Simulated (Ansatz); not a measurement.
# Ge₂H₅O radical: up Jacob's ladder to CCSD(T)

An exercise on one series of results from a longer session: the logs are not shown, and one member is left open.

The runs use Ansatz 0.2.0, Gaussian basis; functionals in def2-TZVPP, the program's frozen cores in correlated methods.

The runs, in order: LDA (SPW92), PBE-D4, revPBE-D4, BLYP-D4, r2SCAN-D4, B97M-V, PBE0-D4, B3LYP-D4, r2SCANh-D4, r2SCAN0-D4, HSE06-D4, BHLYP-D4, CAM-B3LYP-D4, LC-ωPBE, ωB97X-V, ωB97M-V, B2PLYP, PBE-QIDH; CCSD(T)/def2-SVP; CCSD(T)/def2-TZVPP; MP2/def2-QZVPP; extrapolation to the limit; RPA on PBE.

### Structure used throughout

All runs share one geometry, relaxed beforehand with PBE0-D4 in a triple-zeta def2 set.

SMILES `[GeH2][O][GeH3]`, 8 atoms, charge 0, spin multiplicity 2.

Atoms are counted from 1 here; the program's logs count them from 0.

Bond lengths: Ge1–O2 1.775 Å, Ge1–H4 1.557 Å, Ge1–H5 1.549 Å, O2–Ge3 1.779 Å, Ge3–H6 1.534 Å, Ge3–H7 1.538 Å, Ge3–H8 1.541 Å. Angles: O2–Ge1–H4 108.3°, O2–Ge1–H5 105.0°, H4–Ge1–H5 111.6°, Ge1–O2–Ge3 127.9°, O2–Ge3–H6 105.9°, O2–Ge3–H7 108.6°, O2–Ge3–H8 109.0°, H6–Ge3–H7 111.3°, H6–Ge3–H8 111.4°, H7–Ge3–H8 110.5°.

The first run:

Input file in.yaml:

```yaml
crystal:
  periodic: [false, false, false]
  atoms:
    - {symbol: Ge, position_ang: [-0.584602, 1.374314, -1.069971]}
    - {symbol: O, position_ang: [0.299275, 0.690197, 0.308633]}
    - {symbol: Ge, position_ang: [0.716001, -1.014034, 0.602004]}
    - {symbol: H, position_ang: [-1.830912, 0.481710, -1.344131]}
    - {symbol: H, position_ang: [-0.990575, 2.799436, -0.619015]}
    - {symbol: H, position_ang: [0.767515, -1.176755, 2.126371]}
    - {symbol: H, position_ang: [2.085376, -1.301142, -0.036050]}
    - {symbol: H, position_ang: [-0.369880, -1.910827, -0.023640]}
basis:
  gaussian: {orbitals: def2-TZVPP}
magnetization: {spin_polarized: true, initial_magnetization: 1}
hamiltonian: {xc: lda}
output: {orbitals: {seedname: orbitals}}
```

On the command line:

```console
ansatz run in.yaml --threads 4 --pin off --events-out ev --progress --plain --max-ram 10444MiB
```

Steps of the session up to this table: LDA; PBE-D4 (GGA); revPBE-D4 (GGA); BLYP-D4 (GGA); r2SCAN-D4 (meta-GGA); B97M-V (meta-GGA); PBE0-D4 (hybrid); B3LYP-D4 (hybrid); r2SCANh-D4 (hybrid); r2SCAN0-D4 (hybrid); HSE06-D4 (hybrid); BHLYP-D4 (hybrid); CAM-B3LYP-D4 (range-separated); LC-ωPBE (range-separated); ωB97X-V (range-separated); ωB97M-V (range-separated); B2PLYP (double hybrid); PBE-QIDH (double hybrid).

One of the session's tables, all rows but one given; the rest of the session is left out.

| functional | HOMO (eV) | LUMO (eV) | gap (eV) |
| --- | --- | --- | --- |
| LDA (SPW92) | -4.86 | -3.91 | 0.95 |
| PBE-D4 | ? | ? | ? |
| revPBE-D4 | -4.84 | -3.43 | 1.40 |
| BLYP-D4 | -4.68 | -3.62 | 1.06 |
| r2SCAN-D4 | -5.25 | -3.20 | 2.05 |
| B97M-V | -5.12 | -3.76 | 1.36 |
| PBE0-D4 | -6.04 | -2.62 | 3.41 |
| B3LYP-D4 | -5.77 | -3.05 | 2.72 |
| r2SCANh-D4 | -5.68 | -2.87 | 2.81 |
| r2SCAN0-D4 | -6.32 | -2.38 | 3.94 |
| HSE06-D4 | -5.64 | -3.00 | 2.64 |
| BHLYP-D4 | -7.04 | -1.82 | 5.22 |
| CAM-B3LYP-D4 | -7.27 | -1.72 | 5.55 |
| LC-ωPBE | -8.67 | -0.26 | 8.41 |
| ωB97X-V | -8.19 | -0.74 | 7.46 |
| ωB97M-V | -8.04 | -0.82 | 7.22 |

Q: Estimate the row for PBE-D4 from the others.

The run gave: HOMO (eV): -4.86; LUMO (eV): -3.57; gap (eV): 1.29.
